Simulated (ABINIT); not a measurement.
Here is an ABINIT 10.8.3 (patched build) calculation.

run.abi

```
# Pseudopotentials
pp_dirpath "./"
pseudos "C.upf"

# Structure
acell 3*1.0
rprim
     0.0000000000     3.3700808789     3.3700808789
     3.3700808789     0.0000000000     3.3700808789
     3.3700808789     3.3700808789     0.0000000000
ntypat 1
znucl 6
natom 2
typat 1 1
xred
     0.7500000000     0.7500000000     0.7500000000
     0.5000000000     0.5000000000     0.5000000000

# Plane-wave basis
ecut 37.0

# k points
kptopt 1
ngkpt 10 10 10
nshiftk 1
shiftk 0.0 0.0 0.0

# Exchange and correlation
ixc -116133

# Bands and occupations
nband 8
occopt 3
tsmear 0.00183747

# SCF cycle
nstep 100
tolvrs 1.0e-10

# Output
iomode 3
prtwf 0
prteig 0
prtebands 0
enunit 2
prtden 1
prtvha 1
prtvclmb 1
prtpot 1
prtelf 1
```

Potentials or basis: PseudoDojo NC SR PBEsol v0.4.1 standard.

Command:

```bash
$ abinit run.abi > log 2>&1
```

Question: What does it give for the band gap on the k mesh?

Answer: 4.08 eV, indirect (least direct gap 5.56 eV).

Question: Predict the pressure.

Answer: -4.0 GPa.

A k mesh can miss the band edges. PBEsol gaps usually lie below the measured ones, often by a third to a half.
